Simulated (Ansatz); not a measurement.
# Ti: LAPW beside PAW

The same cell of Ti is computed with all-electron LAPW, PAW on the default files and all-electron PAW on datasets made for the crystal, to set the results side by side.

This is Ti in the bcc structure; at room conditions it is hcp.

Program: Ansatz 0.2.0. Level of theory: DFT PBEsol, scalar-relativistic. These are calculated values, not measurements.

## Step 1: The system as given

It takes space group Im-3m (No. 229, cubic). The conventional cell has a = 3.282 Å, b = 3.282 Å, c = 3.282 Å, α = 90.00°, β = 90.00°, γ = 90.00°. Ti (site symmetry m-3m) has 8 Ti at 2.84 Å as nearest neighbours.

Coordinates:

```
Ti
1.0
    -1.64100    1.64100    1.64100
     1.64100   -1.64100    1.64100
     1.64100    1.64100   -1.64100
Ti
1
Cartesian
  0.0000 0.0000 0.0000
```

The geometry is a database entry used as it stands. It may stem from high pressure or temperature, or be incomplete, so it serves as a test cell.

## Step 2: All-electron LAPW

The input, input.yaml:

```yaml
crystal:
  lattice:
    - [-1.641, 1.641, 1.641]
    - [1.641, -1.641, 1.641]
    - [1.641, 1.641, -1.641]
  atoms:
    - { symbol: Ti, position: [0.0, 0.0, 0.0] }
kpoints:
  mp_grid: { grid: [17, 17, 17] }
  band_path:
    path:
      - [0.0, 0.0, 0.0]
      - [0.5, -0.5, 0.5]
      - [0.0, 0.0, 0.5]
      - [0.0, 0.0, 0.0]
      - [0.25, 0.25, 0.25]
      - [0.5, -0.5, 0.5]
      - [0.25, 0.25, 0.25]
      - [0.0, 0.0, 0.5]
    npoints: 14
scf:
  occupations: { method: fermi_dirac, width: 0.08 }
hamiltonian:
  xc: pbesol
  pseudopotentials: { kind: all_electron, lapw: { basis_error: 0.001 } }
output:
  forces: true
  stress: true
  eigenvalues: true
  fatbands: true
  populations: true
  dos: { projected: true, de: 0.2, e_range: [-14, 8] }
```

Started as:

```console
ansatz run input.yaml --threads 1 --pin off --max-ram 3072MiB --backend cpu --events-out ev --progress --plain --runs-dir out
```

Standard output:

```text
Ti: projections on atomic orbitals take those of the free atom 1s2 2s2 2p6 3s2 3p6 3d2 4s2, of charge +0.00 (hamiltonian.pseudopotentials.projection_atoms)
LAPW: plane waves up to 7.720 Å⁻¹, error target 1.0e-3 eV per atom; small_component_spin mean_spin; Ti in spheres of 1.421 Å, 12 of its electrons in bands, Dirac shells []
Engine: ansatz 0.2.0
Pseudopotentials: kind: all_electron
Pseudopotential: Ti, LAPW, valence charge 12, Koelling and Harmon's equation, gaussian nucleus
Functional definition: PBEsol
  exchange = pbesol_x
  correlation = pbesol_c
Crystal: 1 atoms, lattice volume = 17.676 Å³
Basis set: ecut = 227.09257632286267 eV, 141 PW (Γ), exchange–correlation at level 2
Bands: 10, of which v1, the nominal top of the filled ones, is band 6 counted from 1 (5 counted from 0)
Symmetry: 48 space group operations
Space group: Im-3m (ITA 229), of the structure as read, at distance tolerance 2.6e-5 Å
k-points: 165 of 4913
Non-local potential: Ti, projectors of the file, none
Initial density: superposition of atomic densities (chi_scale 0.1, normalization cell)
Initial wavefunctions: plane waves of lowest kinetic energy (no species holds an atomic orbital)
Functional: x = pbesol(κ = 0.804, μ = 0.12345679012345678), c = pbesol(β = 0.046)
iter 1 solved again at ethr=6.19e-4 eV; its pass at ethr=1.00e-1 eV (dr2=7.42e-2 eV) is discarded
SCF iter   1: F=—  HF=-23207.647584 eV  |F-HF|=—  |Δ(HF+E_count)|=         —  Δρ=2.35e-2  dr2=7.48e-2  ethr=6.19e-4  ⟨swp⟩=2.8  Hψ=12165  notcnv=0
preconditioner: auto → none  [metal: Δε(μ)=0.009 eV  Ē_g=4.441 eV  σ=0.080 eV  W_gap=0.03  n_scr=0 (ndim 8)  ℏωp=17.7 eV  f_vac=0.000  D(μ)=2.35/eV (n_scr^D=42)]
iter 2 solved again at ethr=4.71e-6 eV; its pass at ethr=6.19e-4 eV (dr2=5.65e-4 eV) is discarded
SCF iter   2: F=—  HF=-23207.489440 eV  |F-HF|=—  |Δ(HF+E_count)|=   1.58e-1  Δρ=2.13e-3  dr2=5.63e-4  ethr=4.71e-6  ⟨swp⟩=2.6  Hψ=9092  notcnv=0
SCF iter   3: F=—  HF=-23207.467904 eV  |F-HF|=—  |Δ(HF+E_count)|=   2.15e-2  Δρ=2.52e-3  dr2=8.35e-4  ethr=4.69e-6  ⟨swp⟩=3.0  Hψ=5437  notcnv=0
SCF iter   4: F=—  HF=-23207.467661 eV  |F-HF|=—  |Δ(HF+E_count)|=   2.43e-4  Δρ=1.69e-4  dr2=3.38e-6  ethr=4.69e-6  ⟨swp⟩=2.0  Hψ=4900  notcnv=0
SCF iter   5: F=—  HF=-23207.467660 eV  |F-HF|=—  |Δ(HF+E_count)|=   1.11e-6  Δρ=2.02e-5  dr2=4.82e-8  ethr=2.81e-8  ⟨swp⟩=2.1  Hψ=4909  notcnv=0
SCF iter   6: F=-23207.467660 eV  HF=-23207.467660 eV  |F-HF|=8.16e-9  |Δ(HF+E_count)|=   3.94e-7  Δρ=2.25e-6  dr2=4.83e-10  ethr=4.01e-10  ⟨swp⟩=2.8  Hψ=5162  notcnv=0
SCF 1 converged in 6 iterations: F = -23207.467660 eV  dr2 = 4.83e-10
NSCF: frozen V_eff on 99 k-points
SCF converged after 6 iterations
Free energy (F): -23207.467660 eV
Harris-Foulkes:  -23207.467660 eV  (|F-HF|=8.16e-9)
Internal energy: -23207.417393 eV  (E = F + TS)
E sigma→0 (E₀):  -23207.442526 eV
Entropy (-TS):   -0.050267 eV (-50.267 meV/atom)
Fermi energy:    13.133907 eV
--- Per-component energies (eV) ---
  E_band       = -155.587177
  E_kinetic    = 23426.253054
  E_xc         = -1121.333036
  E_electrostatic = -45512.337411  (all electrons and nuclei)
  E_smearing   = -0.050267  (= −TS)
  E_closure    = 0.000000  (closes the sum)
  E_atoms      = -23200.354998  (free atoms, spherical and without spin; not in F)
  Σ components = -23207.467660   (vs F -23207.467660, Δ=0.00e0)
  Basis errors (estimates in eV, not in F): energy 1.2e-4 per atom: plane waves 1.1e-4 (5.5e-5 summed), levels above the bands 1.2e-44, relativity 4.0e-9, radial functions 1.2e-5, core shells 4.2e-8; eigenvalues (radial functions only) 1.0e-6; not estimated: angular momenta, meshes, grids; target (lapw.basis_error) 1.0e-3; muffin-tin radii Ti 1.421 Å
--- Forces (eV/Å), atoms counted from 1 ---
  atom   1  Ti     0.00000000    -0.00000000     0.00000000
  max |Σ_I F_I| component: 8.22e-32 eV/Å
--- Stress (GPa, compression-positive) ---
       -6.510779       0.000000      -0.000000
        0.000000      -6.510779       0.000000
       -0.000000       0.000000      -6.510779
  P = ⅓ Tr σ = -6.5108 GPa (-65.108 kbar)
--- Band table (eV; the first three rows and the last of 165) ---
  k-point 0: bands = ["-43.1562", "-19.1421", "-19.1421", "-19.1421", "7.2352", "14.1080", "14.1080", "14.1080", "15.8475", "15.8475"]
  k-point 1: bands = ["-43.1520", "-19.1648", "-19.1491", "-19.1422", "7.3520", "14.0547", "14.0937", "14.1929", "15.7848", "15.8506"]
  k-point 2: bands = ["-43.1399", "-19.2297", "-19.1692", "-19.1425", "7.6932", "13.9056", "14.0292", "14.4421", "15.6459", "15.8623"]
  k-point 164: bands = ["-42.9434", "-19.5885", "-19.5842", "-19.5842", "11.1135", "11.1175", "16.8858", "16.8858", "16.9729", "21.0905"]
--- Löwdin populations: 1 site ---
  site symbol       q [e]
     0     Ti     21.8765
  spilling = 0.005615 (of n_electrons = 22.000000)
```

It took 10 s on 1 thread of Arm Neoverse V2, shared host; peak memory 0.27 GiB.

In short: pressure -6.51 GPa; no gap.

At the corners of the path (eV, zero at the Fermi level):

```csv
point,band 3,band 4,band 5,band 6,band 7,band 8,band 9
Γ,-32.28,-32.28,-5.90,0.97,0.97,0.97,2.71
H,-32.72,-32.72,-2.05,-2.05,3.87,3.87,3.87
N,-32.48,-32.28,-2.42,-0.39,1.09,2.70,3.04
Γ,-32.28,-32.28,-5.90,0.97,0.97,0.97,2.71
P,-32.60,-32.60,-0.60,-0.60,-0.60,3.10,3.10
H,-32.72,-32.72,-2.05,-2.05,3.87,3.87,3.87
P,-32.60,-32.60,-0.60,-0.60,-0.60,3.10,3.10
N,-32.48,-32.28,-2.42,-0.39,1.09,2.70,3.04
```

States per cell in windows of 1 eV (zero at the Fermi level; grid of 0.20 eV, so sharp peaks spill over the borders):

```csv
from,to,total,Ti 3d,Ti 4s
-6,-5,0.04,0.00,0.04
-5,-4,0.12,0.00,0.11
-4,-3,0.22,0.03,0.18
-3,-2,0.55,0.27,0.27
-2,-1,1.14,0.93,0.18
-1,0,1.69,1.57,0.03
0,1,1.91,1.66,0.11
1,2,0.56,0.55,0.00
2,3,2.15,2.12,0.01
3,4,2.24,2.10,0.10
4,5,0.56,0.37,0.12
```

## Step 3: PAW on the default files

Changes to input.yaml since step 2:

```diff
@@ -24,3 +24,3 @@
   xc: pbesol
-  pseudopotentials: { kind: all_electron, lapw: { basis_error: 0.001 } }
+  pseudopotentials: { kind: paw }
 output:
@@ -29,4 +29,9 @@
   eigenvalues: true
-  fatbands: true
+  efg: { contact_densities: true }
   populations: true
+  bader: true
   dos: { projected: true, de: 0.2, e_range: [-14, 8] }
+  write_density: true
+  write_potential: true
+  elf: true
+  volumetric_format: npy
```

Started as:

```console
ansatz run input.yaml --threads 1 --pin off --max-ram 3072MiB --backend cpu --events-out ev --progress --plain --runs-dir out
```

Standard output, cut to the lines that bear on the results:

```text
[...]
Pseudopotentials: kind: paw
Pseudopotential: Ti, paw, valence charge 12, recommended cutoff 420 eV (normal)
[... 1 set-up line as earlier in the session ...]
[...]
Crystal: 1 atoms, lattice volume = 17.676 Å³
Basis set: ecut = 420 eV, 369 PW (Γ), exchange–correlation on 40×40×40 points (8 copies of the dense FFT grid, shifted against one another)
Bands: 10, of which v1, the nominal top of the filled ones, is band 6 counted from 1 (5 counted from 0)
[... 2 set-up lines as earlier in the session ...]
k-points: 165 of 4913
[...]
SCF iter   1: F=—  HF=-2473.792950 eV  |F-HF|=—  |Δ(HF+E_count)|=         —  Δρ=4.83e-3  dr2=2.39e-3  ethr=1.77e-3  ⟨swp⟩=4.4  Hψ=8781  notcnv=0
[...]
  atom   1  Ti    -0.00000000     0.00000000     0.00000000
[...]
--- Stress (GPa, compression-positive) ---
       -6.505332      -0.000000      -0.000000
       -0.000000      -6.505332       0.000000
       -0.000000       0.000000      -6.505332
  P = ⅓ Tr σ = -6.5053 GPa (-65.053 kbar)
--- PAW observables at the nuclei: V_zz in 10²¹ V/m², potentials from the cell's mean, atoms counted from 1 ---
  atom   1  Ti V_zz =    +0.000000   η = 0.0000   by run symmetry: forbidden
            electrostatic potential = -2530.673668 V   contact ρ = 56644.210735 e/Å³
--- Band table (eV; the first three rows and the last of 165) ---
  k-point 0: bands = ["-43.5632", "-19.5479", "-19.5479", "-19.5479", "6.8283", "13.7010", "13.7010", "13.7010", "15.4405", "15.4405"]
[...]
--- Löwdin populations: 1 site ---
  site symbol       q [e]
     0     Ti     11.8685
  spilling = 0.010960 (of n_electrons = 12.000000)
--- Bader charges: 1 site ---
  site symbol  charge [e]  shift [e]
     0     Ti      0.0000     0.0000
  estimated error of the sums over rays = 2.5e-7 e
```

Run time: 6.3 s. Hardware: 1 thread of Arm Neoverse V2, shared host; peak memory 0.35 GiB.

This run gives: pressure -6.51 GPa; no gap.

The fields are shown in the conventional cell of this run's space group, carried over from its grid by interpolation.

Density in a lattice plane of the grid's cell (edges 3.28 and 3.28 Å, at 0.000 of the third edge), which holds Ti.

Values in e/Å³, 12 rows by 12 columns:
```
 8.83  7.14  3.27  0.82  0.24  0.18  0.17  0.18  0.24  0.82  3.26  7.14
 4.46  3.27  1.28  0.41  0.21  0.18  0.17  0.18  0.21  0.41  1.26  3.26
 1.10  0.82  0.41  0.24  0.19  0.18  0.17  0.18  0.19  0.24  0.41  0.82
 0.26  0.24  0.21  0.19  0.18  0.17  0.17  0.17  0.18  0.19  0.21  0.24
 0.19  0.18  0.18  0.18  0.17  0.17  0.17  0.17  0.17  0.18  0.18  0.18
 0.17  0.17  0.17  0.17  0.17  0.17  0.17  0.17  0.17  0.17  0.17  0.17
 0.19  0.18  0.18  0.18  0.17  0.17  0.17  0.17  0.17  0.18  0.18  0.18
 0.26  0.24  0.21  0.19  0.18  0.17  0.17  0.17  0.18  0.19  0.21  0.24
 1.10  0.82  0.41  0.24  0.19  0.18  0.17  0.18  0.19  0.24  0.41  0.82
 4.46  3.26  1.26  0.41  0.21  0.18  0.17  0.18  0.21  0.41  1.28  3.27
 8.83  7.14  3.26  0.82  0.24  0.18  0.17  0.18  0.24  0.82  3.27  7.14
10.22  8.83  4.46  1.10  0.26  0.19  0.17  0.19  0.26  1.10  4.46  8.83
```
Columns run along the first of these edges and rows up along the second, over one cell in 12 and 12 even steps from the bottom left corner. Atoms in the plane (fractional): Ti at (0.00, 0.00).

ELF in the same plane.

Ten even steps from '0' (0.00) to '9' (0.64):
```
125898521346764312589852
568997422357875322479986
899975322467876422357999
887653223578987532235678
554322234688988643222345
222222356788988765322222
222234567888888876543222
334556788888888888765543
666778888887778888887766
777889998877777889998877
666778888887778888887766
334556788888888888765543
222234567888888876543222
222222356788988765322222
554322234688988643222345
887653223578987532235678
899975322467876422357999
568997422357875322479986
125898521346764312589852
003798531246764213589730
```
Columns run along the first of these edges and rows up along the second, over one cell in 24 and 20 even steps from the bottom left corner. Atoms in the plane (fractional): Ti at (0.00, 0.00).

Both are smooth fields of the valence electrons: close to the nuclei they are not physical.

The highest ELF values outside the cores: 0.59 between the atoms, 1.8 Å from Ti.

## Step 4: All-electron PAW on datasets made for the crystal

Changes to input.yaml since step 3:

```diff
@@ -19,3 +19,3 @@
       - [0.0, 0.0, 0.5]
-    npoints: 14
+    npoints: 8
 scf:
@@ -24,3 +24,3 @@
   xc: pbesol
-  pseudopotentials: { kind: paw }
+  pseudopotentials: { kind: all_electron, datasets: crystal }
 output:
@@ -30,8 +30 @@
   efg: { contact_densities: true }
-  populations: true
-  bader: true
-  dos: { projected: true, de: 0.2, e_range: [-14, 8] }
-  write_density: true
-  write_potential: true
-  elf: true
-  volumetric_format: npy
```

Started as:

```console
ansatz run input.yaml --threads 1 --pin off --max-ram 3072MiB --backend cpu --events-out ev --progress --plain --runs-dir out
```

Standard output, cut to the lines that bear on the results:

```text
[...]
band count auto-derived: 7 (N_el = 4.0; filled up to band 2; 6 by the electrons, moments and atoms)
[...]
[... 1 set-up line as earlier in the session ...]
Pseudopotential: Ti, paw, valence charge 12, recommended cutoff 260 eV (normal), Koelling and Harmon's equation, gaussian nucleus
[... 1 set-up line as earlier in the session ...]
[...]
Crystal: 1 atoms, lattice volume = 17.676 Å³
Basis set: ecut = 260 eV, 177 PW (Γ), exchange–correlation on 30×30×30 points (8 copies of the dense FFT grid, shifted against one another)
Bands: 7, of which v1, the nominal top of the filled ones, is band 2 counted from 1 (1 counted from 0)
[... 2 set-up lines as earlier in the session ...]
k-points: 165 of 4913
[...]
SCF iter   1: F=—  HF=-23207.700421 eV  |F-HF|=—  |Δ(HF+E_count)|=         —  Δρ=6.24e-2  dr2=7.35e-1  ethr=1.84e-2  ⟨swp⟩=2.0  Hψ=7142  notcnv=0
[...]
Fermi energy:    13.133852 eV
[...]
  The terms above E_closure are by the made datasets' own strengths, without shells solved beside the bands.
--- Forces (eV/Å), atoms counted from 1 ---
  atom   1  Ti    -0.00000000     0.00000000    -0.00000000
[...]
--- Stress (GPa, compression-positive) ---
       -6.510411       0.000000      -0.000000
        0.000000      -6.510411      -0.000000
       -0.000000      -0.000000      -6.510411
  P = ⅓ Tr σ = -6.5104 GPa (-65.104 kbar)
  It holds what live shells' own plane waves past their cutoff add
--- PAW observables at the nuclei: V_zz in 10²¹ V/m², potentials from the cell's mean, atoms counted from 1 ---
  atom   1  Ti V_zz =    -0.000000   η = 0.0000   by run symmetry: forbidden
            electrostatic potential = -2529.248734 V   contact ρ = 56691.118368 e/Å³
--- Band table (eV; the first three rows and the last of 165) ---
  k-point 0: bands = ["7.2352", "14.1080", "14.1080", "14.1080", "15.8474"]
[...]
```

Wall time 6 s (1 thread of Arm Neoverse V2, shared host); peak memory 0.33 GiB.

Result: pressure -6.51 GPa; no gap.

```csv
atom,contact density (e/Å³)
Ti,56691.12
```

## Step 5: Comparison

```
          method  pressure (GPa)  SCF cycles, all passes
            LAPW           -6.51                       6
             PAW           -6.51                       6
crystal datasets           -6.51                       7
```

## Step 6: Outcome

| quantity | value |
| --- | --- |
| pressure | LAPW -6.51, PAW -6.51, crystal datasets -6.51 GPa |
| gap (LAPW) | none |
| highest ELF (PAW) | 0.59, 1.80 Å from Ti |

In words: The pressure of -6.5 GPa pushes the cell to shrink, with the atoms held in place. Bands cross the Fermi level: the crystal is a metal at this level. Within 0.3 eV of the Fermi level the largest projected share is Ti 3d (94 %). The projection holds only the free atom's occupied shells (Ti 4s, Ti 3d in this range). PAW lies less than 0.01 GPa from LAPW in pressure. LAPW took about 1.6 times as long as PAW (10 s against 6.3 s, on a shared host and with the outputs that each input asks for).
